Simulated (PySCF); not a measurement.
# C3H10N2Si: runs on many settings

Aim: see how C3H10N2Si (`C[SiH]1NCCN1`) answers to the choice of functional, basis, grid and SCF options.

The runs use PySCF 2.14.0, with density-fitted response routines of our own; the level of theory stands in each step. All values are computed, except where a source is named. Atoms are numbered from 0 throughout.

### 1 The molecule as given

16 atoms, charge 0, multiplicity 1; geometry from: GFN2-xTB.

Bonds of the start (Å): C0–Si1 1.89, Si1–N2 1.72, N2–C3 1.45, C3–C4 1.53, C4–N5 1.45, N5–Si1 1.72, C0–H6 1.09, C0–H7 1.08, C0–H8 1.08, Si1–H9 1.47, N2–H10 1.01, C3–H11 1.10, C3–H12 1.09, C4–H13 1.10, C4–H14 1.10, N5–H15 1.01.

### 2 Shielding tensors: PBE0/pcSseg-1

The job: settings as JSON, then the geometry in Å.

```
{"job": {"kind": "nmr", "xc": "PBE0", "basis": "pcSseg-1"}, "charge": 0, "multiplicity": 1}
C      2.399841     0.296122    -0.327316
Si     0.740315    -0.610328    -0.248562
N     -0.080414    -0.243104     1.223015
C     -1.502916    -0.138829     0.984552
C     -1.648479     0.491053    -0.399499
N     -0.580412    -0.057273    -1.206313
H      2.312295     1.353965    -0.101961
H      2.827201     0.198470    -1.319180
H      3.106166    -0.136408     0.372104
H      0.920063    -2.038469    -0.569275
H      0.149536    -0.668547     2.105526
H     -1.988356    -1.124514     0.989578
H     -1.975447     0.483400     1.750705
H     -2.622638     0.246681    -0.836843
H     -1.573489     1.583917    -0.317486
H     -0.490865     0.372809    -2.110456
```

Level: GIAO PBE0/pcSseg-1 NMR shielding, non-relativistic, gas phase.

Started as:

```console
$ OMP_NUM_THREADS=1 python probes_run.py task.json out
```

One launch serves the whole session: the jobs run in the order shown.

The program printed:

```text
coarse grid: 13208 points
cycle   1  E = -518.8416651469  dE =  6.928e-01  |g| = 5.638e-01  |ddm| = 3.538e+00
cycle   2  E = -518.7993826836  dE =  4.228e-02  |g| = 7.203e-01  |ddm| = 1.176e+00
cycle   3  E = -518.9142486983  dE = -1.149e-01  |g| = 6.497e-02  |ddm| = 7.217e-01
cycle   4  E = -518.9149794573  dE = -7.308e-04  |g| = 2.790e-02  |ddm| = 7.040e-02
cycle   5  E = -518.9151634107  dE = -1.840e-04  |g| = 4.494e-03  |ddm| = 2.526e-02
cycle   6  E = -518.9151681129  dE = -4.702e-06  |g| = 6.283e-04  |ddm| = 4.791e-03
final grid: 121256 points
cycle   7  E = -518.9454403793  dE = -2.830e-05  |g| = 8.582e-03  |ddm| = 2.220e-02
cycle   8  E = -518.9454310915  dE =  9.288e-06  |g| = 1.078e-02  |ddm| = 1.735e-02
cycle   9  E = -518.9454581596  dE = -2.707e-05  |g| = 7.821e-04  |ddm| = 9.636e-03
cycle  10  E = -518.9454582772  dE = -1.176e-07  |g| = 2.509e-04  |ddm| = 7.668e-04
cycle  11  E = -518.9454582907  dE = -1.351e-08  |g| = 3.224e-05  |ddm| = 2.103e-04
cycle  12  E = -518.9454582909  dE = -2.271e-10  |g| = 6.254e-06  |ddm| = 4.578e-05
converged SCF energy = -518.9454582909

GIAO shielding tensors (ppm)
atom      isotropic    diamagn.    paramagn.     s11        s22        s33       span
  0 C      185.284     255.385     -70.101    175.899    182.586    197.367     21.468
  1 Si     358.412     880.880    -522.467    313.912    373.634    387.691     73.779
  2 N      234.370     322.581     -88.211    197.109    232.696    273.306     76.197
  3 C      139.539     243.715    -104.175    120.147    134.794    163.676     43.529
  4 C      139.589     243.247    -103.658    122.361    134.569    161.836     39.474
  5 N      241.777     324.281     -82.504    195.443    238.568    291.319     95.876
  6 H       31.688      32.068      -0.380     27.292     29.541     38.230     10.937
  7 H       31.764      30.241       1.523     27.638     29.121     38.533     10.895
  8 H       31.620      30.185       1.435     27.531     29.129     38.199     10.668
  9 H       26.346      29.852      -3.506     22.250     24.234     32.555     10.304
 10 H       31.497      32.665      -1.168     22.793     28.807     42.891     20.098
 11 H       28.336      29.069      -0.733     22.850     26.176     35.982     13.131
 12 H       28.343      28.516      -0.173     23.697     26.218     35.114     11.417
 13 H       28.385      28.070       0.316     23.570     26.265     35.321     11.750
 14 H       28.277      29.912      -1.635     23.009     26.057     35.764     12.755
 15 H       31.754      33.218      -1.464     22.687     29.055     43.519     20.832
```

Run time: 2.1 min. Hardware: 1 thread of Intel Xeon at 2.50GHz, shared host; peak memory 0.73 GiB.

Shifts follow as δ = σ(reference) − σ, with reference shieldings (ppm) from runs at the same level and on the same kind of geometry: ¹H TMS 31.72, ¹³C TMS 186.9, ²⁹Si TMS 349.2, ¹⁵N NH3 267.7. The references are single molecules in the gas phase, so shifts against H2O, NH3, PH3, H3PO4 or CFCl3 are not on the usual liquid scales and can be off by tens of ppm. Atoms listed in one row are averaged.

```tsv
atoms	environment	σ (ppm)	δ (ppm)	δ scaled to CDCl3
C3, C4	sp3 CH2 bonded to N	139.6	47.4	44.3
C0	methyl carbon bonded to Si	185.3	1.6	-0.3
H9	hydrogen on a silicon bonded to C, 2 N, in a 5-membered ring	26.35	5.37	–
H12, H14	hydrogen on an sp3 CH2 bonded to N	28.31	3.41	3.32
H11, H13	hydrogen on an sp3 CH2 bonded to N	28.36	3.36	3.27
H10, H15	hydrogen on a nitrogen bonded to C, Si, in a 5-membered ring	31.63	0.09	–
H6, H7, H8	hydrogen on a methyl carbon bonded to Si	31.69	0.03	0.13
Si1	silicon bonded to C, 2 N, H, in a 5-membered ring	358.4	-9.3	–
N2, N5	nitrogen bonded to C, Si, H, in a 5-membered ring	238.1	29.7	–
```

The scaled column applies a straight-line fit of computed shieldings to shifts measured in CDCl3 (root-mean-square error 0.16 ppm for H, 1.9 ppm for C).

The run also stored atomic charges by several schemes (e):

```tsv
atoms	Mulliken	IAO	Hirshfeld	ESP fit
C0	-0.64	-0.75	-0.22	-0.85
Si1	0.98	1.15	0.42	1.02
N2, N5	-0.67	-0.70	-0.26	-0.75
C3, C4	-0.03	-0.14	-0.03	0.03
```

Mayer bond orders: C0–Si1 0.92, Si1–N2 0.97, N2–C3 0.97, C3–C4 1.04, C4–N5 0.97, N5–Si1 0.99.

Ring of atoms Si1, N2, C3, C4, N5: NICS(0) -7.6, NICS(1) -2.8, NICS(1)zz -3.6 ppm (means of both faces).

Orbitals, density, ELF and potential are computed afterwards from the orbital file.

Frontier orbitals at PBE0/pcSseg-1, with the share of their density that lies nearest to each atom:

```tsv
orbital	energy (eV)	lies on
HOMO	-6.31	N5 50 %; N2 15 %; H14 8 %
LUMO	1.39	H10 20 %; H9 14 %; Si1 14 %
```

ELF in a plane through or near 8 of the atoms.

Ten even steps from ' ' (0.00) to '@' (1.00):
```
                                                        
                                                        
                                                        
                          --++--                        
                        ++@@@@@@::                      
            ..          ++@@@@@@--                      
        ==@@@@@@--      --##%%##--::----::              
      ::%%@@@@@@**......++**====##++++**==..            
      ::**@@@@@@####++::++%%**##**..++++--              
        ::**%%**--@@##....====::++**++==..              
        ::**%%++--%%%%--..==--..++##%%++::              
      ::##@@@@@@##**++--++%%####++::::%%%%##::          
      ::%%@@@@@@**..  ..==########==##@@@@@@##          
        --%%@@%%::      --##%%++--::**@@@@@@++          
            ..          **@@@@##    ..==**==            
                        ++@@@@**                        
                          ..::                          
                                                        
                                                        
                                                        
```
The map spans 11.2 Å across and 9.6 Å up, centred on the molecule. Atoms in the plane (x, y in Å): C0 (-2.4, 0.0), N2 (0.3, 1.2), C3 (1.6, 0.7), C4 (1.6, -0.8), H7 (-3.0, -0.8), H8 (-3.0, 0.9), H10 (0.2, 2.2), H13 (2.4, -1.3).

On the surface of density 0.002 e/bohr³ the electrostatic potential runs, from the 1st to the 99th percentile, from -1.40 V near N5 to 1.34 V near H15.

### 3 Ultraviolet spectrum: PBE0/def2-SVPD

The job, as its differences from that of step 2:

```diff
@@ -1,2 +1,2 @@
-{"job": {"kind": "nmr", "xc": "PBE0", "basis": "pcSseg-1"}, "charge": 0, "multiplicity": 1}
+{"job": {"kind": "uv", "xc": "PBE0", "basis": "def2-SVPD", "nstates": 6, "ntriplets": 2}, "charge": 0, "multiplicity": 1}
 C      2.399841     0.296122    -0.327316
```

Method: TDDFT PBE0/def2-SVPD, vertical, gas phase, core orbitals frozen in the response.

The program printed:

```text
coarse grid: 13208 points
cycle   1  E = -518.6155404381  dE =  6.411e-01  |g| = 5.408e-01  |ddm| = 5.402e+00
cycle   2  E = -518.5646294437  dE =  5.091e-02  |g| = 7.210e-01  |ddm| = 2.173e+00
cycle   3  E = -518.6852887707  dE = -1.207e-01  |g| = 7.094e-02  |ddm| = 1.199e+00
cycle   4  E = -518.6862751092  dE = -9.863e-04  |g| = 2.876e-02  |ddm| = 1.320e-01
cycle   5  E = -518.6864820456  dE = -2.069e-04  |g| = 4.247e-03  |ddm| = 3.767e-02
cycle   6  E = -518.6864866515  dE = -4.606e-06  |g| = 8.040e-04  |ddm| = 1.669e-02
final grid: 121256 points
cycle   7  E = -518.7465061190  dE = -3.115e-05  |g| = 8.276e-03  |ddm| = 1.208e-01
cycle   8  E = -518.7464957758  dE =  1.034e-05  |g| = 1.066e-02  |ddm| = 2.680e-02
cycle   9  E = -518.7465233031  dE = -2.753e-05  |g| = 8.819e-04  |ddm| = 1.414e-02
cycle  10  E = -518.7465234737  dE = -1.707e-07  |g| = 2.163e-04  |ddm| = 1.489e-03
cycle  11  E = -518.7465234845  dE = -1.078e-08  |g| = 3.513e-05  |ddm| = 4.957e-04
cycle  12  E = -518.7465234848  dE = -3.313e-10  |g| = 7.866e-06  |ddm| = 1.530e-04
converged SCF energy = -518.7465234848

Static polarisability (au): isotropic 74.987, principal 68.151 69.663 87.149

Singlet excitations
state   eV       nm        f      main configurations
  1   5.8699    211.2   0.00429   H->L 0.86
  2   6.0308    205.6   0.00607   H-1->L 0.51, H->L+1 0.37
  3   6.1492    201.6   0.00557   H->L+1 0.48, H-1->L 0.25, H-1->L+1 0.17
  4   6.4752    191.5   0.02527   H-1->L+1 0.32, H->L+2 0.27, H-1->L+2 0.21
  5   6.5441    189.5   0.00697   H->L+2 0.57, H-1->L+1 0.21, H->L+1 0.11
  6   6.6927    185.3   0.06061   H-1->L+2 0.69, H-1->L+1 0.21

Triplet excitations (Tamm-Dancoff, eV): 5.6699 5.7746
```

Run time: 2.4 min. Hardware: 1 thread of Intel Xeon at 2.50GHz, shared host; peak memory 0.85 GiB.

Frontier orbitals and where they lie:

```tsv
orbital	eV	atoms
HOMO−3	-9.39	Si1 17 %, C4 16 %, C3 13 %
HOMO−2	-9.10	C0 28 %, Si1 23 %, N2 11 %
HOMO−1	-6.62	N2 45 %, Si1 11 %, C3 9 %
HOMO	-6.40	N5 49 %, N2 12 %, C4 10 %
LUMO	0.69	Si1 24 %, H10 10 %, C0 9 %
LUMO+1	0.99	Si1 20 %, C0 14 %, H9 11 %
LUMO+2	1.19	Si1 14 %, C0 12 %, C4 10 %
```

With each of the 6 states as a Gaussian band of 0.4 eV half-width at 1/e, the curve within the window shown has maxima at 187 nm (ε 3,600) L/(mol cm). Beyond the last state computed it falls off for lack of states. The curve at chosen wavelengths:

| nm | ε (L/mol/cm) |
| --- | --- |
| 177 | 1674 |
| 179 | 2237 |
| 182 | 3018 |
| 184 | 3395 |
| 186 | 3601 |
| 188 | 3622 |
| 191 | 3352 |
| 193 | 3034 |
| 195 | 2665 |
| 198 | 2107 |
| 200 | 1773 |
| 202 | 1485 |
| 204 | 1244 |
| 207 | 956 |
| 209 | 803 |
| 211 | 672 |
| 213 | 559 |
| 216 | 415 |
| 218 | 335 |
| 220 | 266 |
| 223 | 182 |
| 225 | 138 |
| 227 | 103 |
| 229 | 75 |
| 232 | 46 |
| 234 | 32 |

Leading natural transition orbitals of singlet state 6: the hole lies on N2 40 %; N5 15 %; H9 12 %; the particle on H8 20 %; H7 15 %; H6, H9 about 10 % each.

Leading natural transition orbitals of singlet state 1: the hole lies on N5 48 %; N2 16 %; H14 8 %; the particle on H15 20 %; H10, H14 about 12 % each; H11, H13 about 8 % each.

Further results of this job:

```tsv
property	computed
dipole moment (D)	0.57
polarisability (Å³)	11.11
HOMO–LUMO gap (eV)	7.08
−ε(HOMO) (eV)	6.40
```

(Part 1 of 2 ends here.)
